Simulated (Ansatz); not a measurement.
# CH7BOSiZn: the cost of one run

All numbers below are computed with Ansatz 0.2.0 (RHF/def2-SVP).

## Step 1: The starting structure

Bond lengths: B1–Si2 1.907 Å, Si2–C3 1.835 Å, Si2–O4 1.736 Å, O4–Zn5 2.026 Å, B1–H6 1.258 Å, B1–H7 1.147 Å, Si2–H8 1.448 Å, C3–H9 1.163 Å, C3–H10 1.129 Å, C3–H11 1.102 Å. Angles (14 of 16 angles, heavy atoms first): B1–Si2–C3 107.9°, B1–Si2–O4 112.7°, C3–Si2–O4 107.1°, Si2–O4–Zn5 122.3°, B1–Si2–H8 111.0°, C3–Si2–H8 108.4°, O4–Si2–H8 109.5°, Si2–B1–H6 118.2°, Si2–B1–H7 123.4°, Si2–C3–H9 111.4°, Si2–C3–H10 111.8°, Si2–C3–H11 111.5°, H6–B1–H7 118.4°, H9–C3–H10 105.7°.

Coordinates:

```xyz
12

B    -1.7738   -0.2392    0.8428
Si   -0.4529   -0.4661   -0.5132
C     1.1548   -0.7833    0.3120
O    -0.2504    0.9506   -1.4956
Zn    0.1617    2.7680   -0.7005
H    -2.4156    0.8418    0.8719
H    -2.0317   -1.0466    1.6150
H    -0.7655   -1.6003   -1.3577
H     1.4592    0.1008    1.0042
H     1.1105   -1.6932    0.9794
H     1.9625   -0.9349   -0.4222
H     1.9182    2.0471   -1.1021
```

## Step 2: Relaxing end A

input.yaml reads:

```yaml
crystal:
  periodic: [false, false, false]
  atoms:
    - { symbol: B, position_ang: [-1.7738, -0.2392, 0.8428] }
    - { symbol: Si, position_ang: [-0.4529, -0.4661, -0.5132] }
    - { symbol: C, position_ang: [1.1548, -0.7833, 0.312] }
    - { symbol: O, position_ang: [-0.2504, 0.9506, -1.4956] }
    - { symbol: Zn, position_ang: [0.1617, 2.768, -0.7005] }
    - { symbol: H, position_ang: [-2.4156, 0.8418, 0.8719] }
    - { symbol: H, position_ang: [-2.0317, -1.0466, 1.615] }
    - { symbol: H, position_ang: [-0.7655, -1.6003, -1.3577] }
    - { symbol: H, position_ang: [1.4592, 0.1008, 1.0042] }
    - { symbol: H, position_ang: [1.1105, -1.6932, 0.9794] }
    - { symbol: H, position_ang: [1.9625, -0.9349, -0.4222] }
    - { symbol: H, position_ang: [1.9182, 2.0471, -1.1021] }
basis:
  gaussian: { orbitals: def2-SVP }
hamiltonian:
  xc: hf
relax:
  f_tol: 0.015
  max_steps: 40
output:
  orbitals: {}
```

Command:

```bash
$ ansatz run input.yaml --threads 2 --pin off --max-ram 3072MiB --backend cpu --events-out ev --progress --plain --runs-dir out
```

What time and memory should one allow on 2 threads of Arm Neoverse V2, shared host?

About 69 s, with a peak of 0.3 GiB.
